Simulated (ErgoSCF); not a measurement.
**[GeH3]− (SMILES [GeH3-]) at UBLYP/Turbomole-TZVP (Cartesian functions)**

What is the energy difference between two shapes of [GeH3]− at UBLYP/Turbomole-TZVP (Cartesian functions)? 

Program for the calculation: ErgoSCF 3.8.

2 further runs of the same task are left out: 1 that didn't finish, 1 set aside as unsound or not needed.

### 1 The structure to begin with

[GeH3]− has 4 atoms, charge -1, and is taken as a singlet. As SMILES, `[GeH3-]`. Geometry: a GFN2-xTB relaxation, a rough one for these elements and not checked as a minimum.

Bond lengths: Ge1–H2 1.750 Å, Ge1–H3 1.752 Å, Ge1–H4 1.758 Å. Angles: H2–Ge1–H3 89.2°, H2–Ge1–H4 89.5°, H3–Ge1–H4 89.4°.

### 2 A single-point energy at UBLYP/Turbomole-TZVP (Cartesian functions)

File ergo.in:

```
# GeH3
set_nthreads("env")
molecule_inline Angstrom
Ge 0.468920 -0.274960 -0.542070
H  0.935040 0.154290 1.089240
H  -0.940860 -1.090590 0.102250
H  -0.463100 1.211260 -0.649430
EOF
scf.output_mulliken_pop = 1
basis = "Turbomole-TZVP"
use_6_d_functions = 1
scf.use_diagonalization = 1
tmpdir = "."
charge = -1
XC.type = "LMG"
scf.starting_guess_disturbance = 0.1
scf.force_unrestricted = 1
scf.max_number_of_iterations = 150
scf.convergence_threshold = 1e-06
run "BLYP"
```

The run is started by

```
$ ergo < ergo.in
```

Output:

```text
[...]
INMA  use_6_d_functions := 1
[...]
INSC Energy   1 =      -1135.72132894350
[...]
INDE E_LUMO =          0.20534741806
[...]
INSC Energy  16 =      -2078.84254998895  ( diff     -0.000000000022737 )
[...]
RESC CONVERGED after  16 iterations.
RESC FINAL ENERGY:      -2078.84254998895
RESC FINAL <S2> =          0.00000000000
[...]
INSC SCF: dipole_moment_x [atomic units] =      -0.28503112
INSC SCF: dipole_moment_y [atomic units] =       0.16402419
INSC SCF: dipole_moment_z [atomic units] =       0.33751490
[...]
```

It took 20 s on 1 thread of Intel Xeon at 2.50GHz (Skylake/Cascade Lake), shared host; peak memory 0.27 GiB.

### 3 The distorted shape, same level

File ergo.in:

```
set_nthreads(1)
molecule_inline Angstrom
Ge     0.495768    -0.331264    -0.594865
H      0.739972     0.266858     1.191368
H     -0.916001    -1.074063     0.141436
H     -0.548088     1.219647    -0.608382
EOF
scf.starting_guess_disturbance = 0.1
scf.output_mulliken_pop = 1
scf.max_number_of_iterations = 150
use_6_d_functions = 1
charge = -1
XC.type = "LMG"
tmpdir = "."
scf.force_unrestricted = 1
scf.use_diagonalization = 1
scf.convergence_threshold = 1e-06
basis = "Turbomole-TZVP"
run "BLYP"
```

The run is started by

```
$ ergo ergo.in
```

Output:

```text
[...]
INMA  use_6_d_functions := 1
[...]
INSC Energy   1 =      -1134.40977772232
[...]
INDE E_LUMO =          0.18082141686
[...]
INSC Energy  25 =      -2078.82674944130  ( diff     -0.000000000595264 )
[...]
RESC CONVERGED after  25 iterations.
RESC FINAL ENERGY:      -2078.82674944130
RESC FINAL <S2> =          0.00000000007
[...]
INSC SCF: dipole_moment_x [atomic units] =      -0.17538465
INSC SCF: dipole_moment_y [atomic units] =      -0.02231200
INSC SCF: dipole_moment_z [atomic units] =       0.12776843
[...]
```

Wall time 31 s (1 thread of Intel Xeon at 2.50GHz (Skylake/Cascade Lake), shared host); peak memory 0.27 GiB.

### 4 What came out

At UBLYP/Turbomole-TZVP (Cartesian functions):

| quantity | value |
| --- | --- |
| first shape: total energy | -2078.84255 Eh |
| distorted shape: total energy | -2078.82675 Eh |
| energy change with the atoms displaced | 0.430 eV |

What this shows: With the atoms displaced the energy rises by 0.43 eV (9.9 kcal/mol). The first shape isn't relaxed at this level, so the change isn't measured from a minimum.
